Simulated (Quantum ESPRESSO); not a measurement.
# Cd2S (P3m1) in Quantum ESPRESSO: single point with PBEsol

Aim: the single point of Cd2S with PBEsol.

Everything below comes from runs of Quantum ESPRESSO 7.5. Logs are shortened: lines on timing, memory, paths and dates and some standing lists are left out, and cuts for length are marked.

## Step 1: The structure

The structure is trigonal, space group P3m1 (No. 156). The conventional cell has a = 3.963 Å, b = 3.963 Å, c = 5.809 Å, α = 90.00°, β = 90.00°, γ = 120.00°. Cd (site symmetry 3m) has 1 S at 2.52 Å as nearest neighbours. Around Cd (site symmetry 3m) lie 3 S at 2.60 Å. S (site symmetry 3m) has 4 Cd at 2.52 to 2.60 Å as nearest neighbours.

The cell comes from a database or a generator and needn't be the stable form of this composition.

## Step 2: Single point, PBEsol

run.py reads:

```python
import numpy as np
from ase.calculators.espresso import Espresso, EspressoProfile
from ase import Atoms

atoms = Atoms(['Cd', 'Cd', 'S'],
              cell=[[3.962670049, 0.0, 0.0], [-1.9813350245, 3.4317729293, 0.0], [0.0, 0.0, 5.809192]],
              scaled_positions=[[0.3333333333, 0.6666666667, 0.932717], [0.6666666667, 0.3333333333, 0.578735], [0.3333333333, 0.6666666667, 0.365705]],
              pbc=True)

input_data = {
    'control': {'calculation': 'scf', 'prefix': 'pwscf', 'outdir': './tmp', 'tprnfor': True, 'tstress': True, 'disk_io': 'nowf'},
    'system': {'ecutwfc': 45.0, 'ecutrho': 360.0, 'nbnd': 22, 'occupations': 'smearing', 'smearing': 'fd', 'degauss': 0.00367493},
    'electrons': {'conv_thr': 6e-10, 'electron_maxstep': 120, 'mixing_beta': 0.5},
}
pseudopotentials = {'Cd': 'cd_pbesol_v1.uspp.F.UPF', 'S': 's_pbesol_v1.4.uspp.F.UPF'}
profile = EspressoProfile(command='mpirun -n 2 pw.x -nk 2', pseudo_dir='pseudo')
dft = Espresso(profile=profile, input_data=input_data, pseudopotentials=pseudopotentials, kpts=(8, 8, 5), koffset=(0, 0, 0))
atoms.calc = dft

print(f'energy {atoms.get_potential_energy():.8f} eV')
print('forces (eV/A)')
print(np.round(atoms.get_forces(), 6))
print('stress (eV/A^3, Voigt)')
print(np.round(atoms.get_stress(), 8))
print(f'Fermi level {dft.get_fermi_level():.4f} eV')
```

Potentials or basis: GBRV 1.5 PBEsol.

Command:

```sh
$ OMP_NUM_THREADS=1 python run.py
```

The log of the run:

```text
energy -3442.47919114 eV
forces (eV/A)
[[ 0.        0.        0.013144]
 [ 0.        0.       -0.113772]
 [ 0.        0.        0.100628]]
stress (eV/A^3, Voigt)
[ 0.01615223  0.01615223  0.02086146 -0.         -0.         -0.        ]
Fermi level 6.4003 eV
```

espresso.pwi:

```text
&CONTROL
   calculation      = 'scf'
   tstress          = .true.
   tprnfor          = .true.
   outdir           = './tmp'
   prefix           = 'pwscf'
   disk_io          = 'nowf'
   pseudo_dir       = 'pseudo'
/
&SYSTEM
   nbnd             = 22
   ecutwfc          = 45.0
   ecutrho          = 360.0
   occupations      = 'smearing'
   degauss          = 0.00367493
   smearing         = 'fd'
   ntyp             = 2
   nat              = 3
   ibrav            = 0
/
&ELECTRONS
   electron_maxstep = 120
   conv_thr         = 6e-10
   mixing_beta      = 0.5
/
&IONS
/
&CELL
/
&FCP
/
&RISM
/
ATOMIC_SPECIES
Cd 112.414 cd_pbesol_v1.uspp.F.UPF
S 32.06 s_pbesol_v1.4.uspp.F.UPF

K_POINTS automatic
8 8 5  0 0 0

CELL_PARAMETERS angstrom
3.96267004900000 0.00000000000000 0.00000000000000
-1.98133502450000 3.43177292930000 0.00000000000000
0.00000000000000 0.00000000000000 5.80919200000000

ATOMIC_POSITIONS angstrom
Cd -0.0000000002 2.2878486196 5.4183321347  
Cd 1.9813350247 1.1439243097 3.3619827321  
S -0.0000000002 2.2878486196 2.1244505604
```

espresso.pwo:

```text
This program is part of the open-source Quantum ESPRESSO suite
     for quantum simulation of materials; please cite
         "P. Giannozzi et al., J. Phys.:Condens. Matter 21 395502 (2009);
         "P. Giannozzi et al., J. Phys.:Condens. Matter 29 465901 (2017);
         "P. Giannozzi et al., J. Chem. Phys. 152 154105 (2020);
     in publications or presentations arising from this work. More details at

Warning: card &CELL ignored
Warning: card &FCP ignored
Warning: card &RISM ignored

     Message from routine setup:
     using ibrav=0 with symmetry is DISCOURAGED, use correct ibrav instead

     K-points division:     npool     =       2
     Subspace diagonalization in iterative solution of the eigenvalue problem:
     a serial algorithm will be used

     G-vector sticks info
     --------------------
     sticks:   dense  smooth     PW     G-vecs:    dense   smooth      PW
     Sum        1393     685    199                61423    21695    3499

     Using Slab Decomposition

     bravais-lattice index     =            0
     lattice parameter (alat)  =       7.4884  a.u.
     unit-cell volume          =     533.1124 (a.u.)^3
     number of atoms/cell      =            3
     number of atomic types    =            2
     number of electrons       =        30.00
     number of Kohn-Sham states=           22
     kinetic-energy cutoff     =      45.0000  Ry
     charge density cutoff     =     360.0000  Ry
     scf convergence threshold =      6.0E-10
     mixing beta               =       0.5000
     number of iterations used =            8  plain     mixing
     Exchange-correlation= SLA  PW   PSX  PSC
                           (   1   4  10   8   0   0   0)

     celldm(1)=   7.488361  celldm(2)=   0.000000  celldm(3)=   0.000000
     celldm(4)=   0.000000  celldm(5)=   0.000000  celldm(6)=   0.000000

     crystal axes: (cart. coord. in units of alat)
               a(1) = (   1.000000   0.000000   0.000000 )
               a(2) = (  -0.500000   0.866025   0.000000 )
               a(3) = (   0.000000   0.000000   1.465979 )

     reciprocal axes: (cart. coord. in units 2 pi/alat)
               b(1) = (  1.000000  0.577350 -0.000000 )
               b(2) = (  0.000000  1.154701  0.000000 )
               b(3) = (  0.000000 -0.000000  0.682138 )

     PseudoPot. # 1 for Cd read from file:
     cd_pbesol_v1.uspp.F.UPF
     Pseudo is Ultrasoft + core correction, Zval = 12.0
     Generated by new atomic code, or converted to UPF format
     Using radial grid of  889 points,  6 beta functions with:
                l(1) =   0
                l(2) =   0
                l(3) =   1
                l(4) =   1
                l(5) =   2
                l(6) =   2
     Q(r) pseudized with  6 coefficients,  rinner =    1.000   1.000   1.000
                                                       1.000   1.000

     PseudoPot. # 2 for S  read from file:
     s_pbesol_v1.4.uspp.F.UPF
     Pseudo is Ultrasoft + core correction, Zval =  6.0
     Generated by new atomic code, or converted to UPF format
     Using radial grid of  907 points,  6 beta functions with:
                l(1) =   0
                l(2) =   0
                l(3) =   1
                l(4) =   1
                l(5) =   2
                l(6) =   2
     Q(r) pseudized with  8 coefficients,  rinner =    1.300   1.300   1.300
                                                       1.300   1.300

     atomic species   valence    mass     pseudopotential
     Cd               12.00   112.41400     Cd( 1.00)
     S                 6.00    32.06000     S ( 1.00)

      6 Sym. Ops. (no inversion) found

   Cartesian axes

     site n.     atom                  positions (alat units)
         1        Cd     tau(   1) = (  -0.0000000   0.5773503   1.3673438  )
         2        Cd     tau(   2) = (   0.5000000   0.2886751   0.8484135  )
         3        S      tau(   3) = (  -0.0000000   0.5773503   0.5361159  )

     number of k points=    40  Fermi-Dirac smearing, width (Ry)=  0.0037
                       cart. coord. in units 2pi/alat
        k(    1) = (   0.0000000   0.0000000   0.0000000), wk =   0.0062500
        k(    2) = (   0.0000000   0.0000000   0.1364276), wk =   0.0125000
        k(    3) = (   0.0000000   0.0000000   0.2728552), wk =   0.0125000
        k(    4) = (   0.0000000   0.1443376   0.0000000), wk =   0.0375000
        k(    5) = (   0.0000000   0.1443376   0.1364276), wk =   0.0375000
        k(    6) = (   0.0000000   0.1443376   0.2728552), wk =   0.0375000
[... 32 lines left out ...]
        k(   39) = (  -0.1250000  -0.5051815   0.1364276), wk =   0.0750000
        k(   40) = (  -0.1250000  -0.5051815   0.2728552), wk =   0.0750000

     Dense  grid:    61423 G-vectors     FFT dimensions: (  45,  45,  72)

     Smooth grid:    21695 G-vectors     FFT dimensions: (  32,  32,  48)

     Initial potential from superposition of free atoms

     starting charge      28.9999, renormalised to      30.0000

     negative rho (up, down):  4.378E-02 0.000E+00
     Starting wfcs are   22 randomized atomic wfcs

     Self-consistent Calculation

     iteration #  1     ecut=    45.00 Ry     beta= 0.50
     Davidson diagonalization with overlap
     ethr =  1.00E-02,  avg # of iterations =  4.9

     Threshold (ethr) on eigenvalues was too large:
     Diagonalizing with lowered threshold

     Davidson diagonalization with overlap
     ethr =  8.10E-04,  avg # of iterations =  1.2

     negative rho (up, down):  4.208E-02 0.000E+00

     total energy              =    -252.94551297 Ry
     estimated scf accuracy    <       0.23195411 Ry

     iteration #  2     ecut=    45.00 Ry     beta= 0.50
     Davidson diagonalization with overlap
     ethr =  7.73E-04,  avg # of iterations =  2.0

     negative rho (up, down):  4.261E-02 0.000E+00

     total energy              =    -253.00896293 Ry
     estimated scf accuracy    <       0.03630753 Ry

     iteration #  3     ecut=    45.00 Ry     beta= 0.50
     Davidson diagonalization with overlap
     ethr =  1.21E-04,  avg # of iterations =  2.6
[... 60 lines left out ...]
     iteration # 10     ecut=    45.00 Ry     beta= 0.50
     Davidson diagonalization with overlap
     ethr =  2.39E-11,  avg # of iterations =  2.8

     negative rho (up, down):  4.307E-02 0.000E+00

     total energy              =    -253.01757589 Ry
     estimated scf accuracy    <          1.8E-09 Ry

     iteration # 11     ecut=    45.00 Ry     beta= 0.50
     Davidson diagonalization with overlap
     ethr =  5.96E-12,  avg # of iterations =  3.9

     negative rho (up, down):  4.307E-02 0.000E+00

     End of self-consistent calculation

          k = 0.0000 0.0000 0.0000 (  2681 PWs)   bands (ev):

    -6.3286  -1.9811  -1.9811  -1.8952  -1.8952  -1.8096  -1.6449  -1.6055
    -1.6055  -1.2557  -1.2557   1.8208   2.6062   5.6216   5.6216   9.4127
    11.2807  13.0578  13.0578  14.5676  14.5677  16.1471

          k = 0.0000 0.0000 0.1364 (  2663 PWs)   bands (ev):

    -6.2906  -1.9968  -1.9866  -1.9866  -1.9094  -1.9094  -1.5835  -1.5835
    -1.5096  -1.2585  -1.2585   1.0017   3.8703   5.6487   5.6487   8.9799
    11.2047  12.9249  12.9249  14.3525  14.3525  15.9891

          k = 0.0000 0.0000 0.2729 (  2682 PWs)   bands (ev):

    -6.2259  -2.2045  -1.9922  -1.9922  -1.9335  -1.9335  -1.5481  -1.5481
    -1.3878  -1.2648  -1.2648   0.4284   5.6098   5.6937   5.6937   7.8283
    11.0208  12.6805  12.6805  14.2148  14.2148  15.1729
[... 187 lines left out ...]
          k = 0.0000-0.4330 0.1364 (  2715 PWs)   bands (ev):

    -5.9776  -2.0473  -1.9757  -1.9016  -1.7946  -1.6989  -1.5716  -1.5410
    -1.4181  -1.2631  -1.2538   2.0399   2.9711   4.9167   5.1699   7.3216
    10.4146  11.4302  11.6989  12.9408  14.4890  14.9747

          k = 0.0000-0.4330 0.2729 (  2709 PWs)   bands (ev):

    -5.9212  -2.1764  -1.9415  -1.9279  -1.8097  -1.7225  -1.6060  -1.5490
    -1.3952  -1.2710  -1.2252   1.9052   2.8560   5.0307   5.8256   7.6168
     9.9270  11.0582  11.7186  12.9238  13.8034  15.3172

          k =-0.1250-0.3608 0.1364 (  2718 PWs)   bands (ev):

    -6.0166  -2.0369  -1.9941  -1.8779  -1.8206  -1.7077  -1.5960  -1.5059
    -1.4477  -1.3365  -1.2384   1.9665   3.2241   4.6540   5.0615   8.2407
    10.4499  10.9083  12.1899  13.1757  13.7794  15.0670

          k =-0.1250-0.3608 0.2729 (  2720 PWs)   bands (ev):

    -5.9592  -2.1686  -1.9627  -1.9087  -1.8587  -1.7279  -1.6045  -1.5160
    -1.4276  -1.3113  -1.2207   1.6496   3.2403   4.8327   6.0158   8.2159
     9.9891  10.1821  11.9849  13.2972  14.4458  15.4847

          k =-0.1250-0.5052 0.1364 (  2721 PWs)   bands (ev):

    -5.9236  -2.0287  -1.9960  -1.8659  -1.8169  -1.6693  -1.5798  -1.5464
    -1.4031  -1.2896  -1.1232   2.0705   3.0117   4.3993   5.6569   6.8798
     9.9697  10.7320  11.6354  13.3513  14.1264  15.2477

          k =-0.1250-0.5052 0.2729 (  2725 PWs)   bands (ev):

    -5.8684  -2.1505  -1.9693  -1.9005  -1.8176  -1.6673  -1.6030  -1.5698
    -1.4009  -1.3100  -1.1087   2.2181   2.7260   4.5625   5.6767   7.5989
     9.6140  10.4716  12.0572  12.6918  14.8359  15.3851

     the Fermi energy is     6.4003 ev

!    total energy              =    -253.01757589 Ry
     estimated scf accuracy    <          2.3E-11 Ry
     smearing contrib. (-TS)   =      -0.00012350 Ry
     internal energy E=F+TS    =    -253.01745239 Ry

     The total energy is F=E-TS. E is the sum of the following terms:
     one-electron contribution =     -73.93769887 Ry
     hartree contribution      =      60.75149732 Ry
     xc contribution           =     -86.32190363 Ry
     ewald contribution        =    -153.50934721 Ry

     convergence has been achieved in  11 iterations

     negative rho (up, down):  4.307E-02 0.000E+00

     Forces acting on atoms (cartesian axes, Ry/au):

     atom    1 type  1   force =     0.00000000    0.00000000    0.00051123
     atom    2 type  1   force =     0.00000000    0.00000000   -0.00442502
     atom    3 type  2   force =     0.00000000    0.00000000    0.00391380

     Total force =     0.005930     Total SCF correction =     0.000006

     Computing stress (Cartesian axis) and pressure

     negative rho (up, down):  4.307E-02 0.000E+00
          total   stress  (Ry/bohr**3)                   (kbar)     P=      -28.39
  -0.00017592   0.00000000   0.00000000          -25.88        0.00        0.00
   0.00000000  -0.00017592   0.00000000            0.00      -25.88        0.00
   0.00000000   0.00000000  -0.00022721            0.00        0.00      -33.42

=------------------------------------------------------------------------------=
   JOB DONE.
=------------------------------------------------------------------------------=
```

Run time: 32 s. Hardware: 2 MPI ranks of Arm Neoverse V1, shared host; peak memory 0.36 GiB.

What came out:

```
Free energy            : -3442.4795 eV
Pressure               : -2.8 GPa
Largest force          : 0.114 eV/Å
Band gap on the k mesh : 0.23 eV, indirect (least direct gap 0.56 eV)
```

Forces on the atoms (eV/Å):
```
Cd   0.000  0.000  0.013
Cd   0.000  0.000 -0.114
S    0.000  0.000  0.101
```

Stress tensor (GPa, compression positive):
```
-2.59  0.00  0.00
 0.00 -2.59  0.00
 0.00  0.00 -3.34
```

Caveat: an odd mesh through Γ misses points on the zone boundary, where band edges often lie.
